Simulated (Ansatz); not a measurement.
Write a Python script for the Ansatz DFT code, driven from Python that makes a rigid scan of one bond length of CH5SSbSi, SMILES [SiH3][CH]1[S][SbH]1. Settings (for the species named): B3LYP, def2-SVP basis, multiplicity 1, D4 dispersion.

```xyz
9

Si   -0.8045    0.9917    0.3646
C    -0.0481   -0.5948   -0.0708
S     0.9264   -1.2030    1.2768
Sb    1.9704   -0.3398   -0.8823
H     0.1255    1.9181    0.9833
H    -1.3458    1.6844   -0.8811
H    -1.9526    0.8001    1.2709
H    -0.6416   -1.3521   -0.5481
H     1.8587   -1.9509   -1.5304
```

The script, `run_scan.py`:
```python
"""Potential curve of CH5SSbSi along one bond."""

import logging
import sys

import ansatz as az
from ase import Atoms
import numpy as np

logging.basicConfig(stream=sys.stdout, format="%(levelname)s:%(name)s:%(message)s")
logger = logging.getLogger("ch5ssbsi")
logger.setLevel(logging.INFO)

atoms = Atoms(["Si", "C", "S", "Sb", "H", "H", "H", "H", "H"], positions=[
    (-0.8045, 0.9917, 0.3646),
    (-0.0481, -0.5948, -0.0708),
    (0.9264, -1.203, 1.2768),
    (1.9704, -0.3398, -0.8823),
    (0.1255, 1.9181, 0.9833),
    (-1.3458, 1.6844, -0.8811),
    (-1.9526, 0.8001, 1.2709),
    (-0.6416, -1.3521, -0.5481),
    (1.8587, -1.9509, -1.5304),
])
mol = az.Crystal.molecule_from_ase(atoms)

symbols = [site.symbol for site in mol.cartesian_sites]
start = np.array([site.position_ang for site in mol.cartesian_sites])
axis = (start[5] - start[0]) / np.linalg.norm(start[5] - start[0])
moving = [5]
lengths, energies = [1.3, 1.4, 1.52, 1.68, 1.91, 2.29, 2.74, 3.35], []
for length in lengths:
    xyz = start.copy()
    xyz[moving] += (length - np.linalg.norm(start[5] - start[0])) * axis
    point = az.Crystal.molecule()
    for symbol, xyz in zip(symbols, xyz):
        point = point.atom(symbol, xyz.tolist())
    model = point.calculation().basis(gaussian="def2-SVP").functional("B3LYP", dispersion="d4")
    rep = model.run(threads=1, pin="off").report
    energies.append(rep["free_energy_ev"])
    logger.info(f"r = {length:6.3f} A  E = {energies[-1]:.5f} eV  <S^2> = {abs(rep['mean_field']['state']['spin_squared']):.3f}")

print("energy above the lowest point (eV):", [round(e - min(energies), 3) for e in energies])
```

```console
$ python run_scan.py
INFO:ch5ssbsi:r =  1.300 A  E = -26364.87905 eV  <S^2> = 0.000
INFO:ch5ssbsi:r =  1.400 A  E = -26365.24668 eV  <S^2> = 0.000
INFO:ch5ssbsi:r =  1.520 A  E = -26365.34576 eV  <S^2> = 0.000
INFO:ch5ssbsi:r =  1.680 A  E = -26365.13952 eV  <S^2> = 0.000
INFO:ch5ssbsi:r =  1.910 A  E = -26364.55663 eV  <S^2> = 0.000
INFO:ch5ssbsi:r =  2.290 A  E = -26363.41243 eV  <S^2> = 0.000
INFO:ch5ssbsi:r =  2.740 A  E = -26362.22935 eV  <S^2> = 0.000
INFO:ch5ssbsi:r =  3.350 A  E = -26361.11606 eV  <S^2> = 0.000
energy above the lowest point (eV): [0.467, 0.099, 0.0, 0.206, 0.789, 1.933, 3.116, 4.23]
```

Notes:
- Total energies depend on the basis set; only differences at equal settings carry meaning.
- The rest of the molecule is held rigid at a force-field or estimated start geometry, and the basis set is modest; single-reference methods fail as a bond breaks.
- def2 sets replace the cores of elements past krypton by effective core potentials.
- b3lyp holds the VWN-RPA fit, as in Gaussian; the form of ORCA and Turbomole is b3lyp5.
- The orbitals are restricted, so S² is zero by construction.
- Toward dissociation an unrestricted state can lie under the restricted one, by tenths of an eV for polar bonds under a functional and by 1 to 2 eV or more for others.
- Finished in 31 s on 1 thread of Arm Neoverse V2, on a shared host, peak memory 0.3 GiB.

(Lines on the test bed's own set-up are left out of the output.)
